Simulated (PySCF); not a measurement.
# TbOH: relaxation and vibrations of the septet

The task is one start of a wider search on TbOH: the septet, from a linear start. It is relaxed, tested by its Hessian and followed downhill if it is a saddle.

Method: PBE0, basis Tb def2-SVP with ECP28, O def2-SVP, H def2-SVP, scalar-relativistic core potentials, no spin–orbit coupling, density fitting; program: PySCF 2.14.0.

## 1. Where the work starts

3 atoms, charge 0, spin multiplicity 7.

Bond lengths: Tb1–O2 1.920 Å, Tb1–H3 2.000 Å. Angles: O2–Tb1–H3 180.0°.

```xyz
3
charge 0 multiplicity 7
Tb    0.0000    0.0000    0.1631
O     0.0000    0.0000   -1.7569
H     0.0000    0.0000    2.1631
```

## 2. Relaxing the septet from the linear start

The steps below are one call of a driver around PySCF. For each, scf.py gives the equivalent set-up of the SCF; relaxations use the driver's own optimiser. Before each start the driver seeks the lowest SCF state from one or more starting densities and follows internal instabilities, so scf.py alone need not reach the same state.

The program finds C∞v symmetry in the start, which this walk keeps. The walk stops when the largest gradient is under 0.0003 Eh/bohr and the energy has settled too.

scf.py reads:

```python
from pyscf import gto, scf, dft
mol = gto.M(atom='''
Tb     0.000000     0.000000     0.163104
O      0.000000     0.000000    -1.756896
H      0.000000     0.000000     2.163104''',
    basis={'Tb': 'def2-SVP', 'O': 'def2-SVP', 'H': 'def2-SVP'},
    ecp={'Tb': 'def2-SVP'},
    charge=0, spin=6)
mf = dft.UKS(mol, xc='PBE0')
mf.grids.atom_grid = (50, 194)
aux = {'Tb': 'def2-universal-JKFIT', 'O': 'def2-universal-JKFIT', 'H': 'def2-universal-JKFIT'}
mf = mf.density_fit(auxbasis=aux)
mf.kernel()
```

After this run come: Vibrations and properties at this point; Downhill along the imaginary mode; Hessian and properties.

Before running it: what results should come out? Wanted: minimum; geometry; wavenumbers; dipole moment; highest occupied, lowest empty level; polar-tensor charge of Tb1; zero-point energy; ⟨S²⟩.

As calculated:

| quantity | value |
| --- | --- |
| minimum | broken-symmetry (Ms = 3), Cs |
| geometry | Tb–H 2.032 Å, Tb–O 1.773 Å; H–Tb–O 111.9° |
| wavenumbers (cm⁻¹) | 409 (a'), 899 (a'), 1338 (a') |
| dipole moment | 6.56 D |
| highest occupied, lowest empty level (either spin) | -5.96, -2.05 eV |
| polar-tensor charge of Tb1 | +1.57 e |
| zero-point energy | 15.8 kJ/mol |
| entropy at 298.15 K | 280.0 J/(mol K) |
| ⟨S²⟩ | 12.768 |

In words: From C∞v at the start the molecule goes to a Cs minimum, after a stop at a second-order saddle point 56.3 kJ/mol higher, from which it was pushed off along an imaginary mode. The determinant is spin-contaminated (⟨S²⟩ = 12.77 against 12.00), so it is no pure spin state. In the infrared the band at 1338 cm⁻¹ (a', stretch) leads. With 6.6 D the molecule is strongly polar. Other starts or spin states, not run here, may lie lower. One determinant may miss the lowest occupation of an open d or f shell. With an element this heavy the missing spin–orbit coupling can shift these numbers.
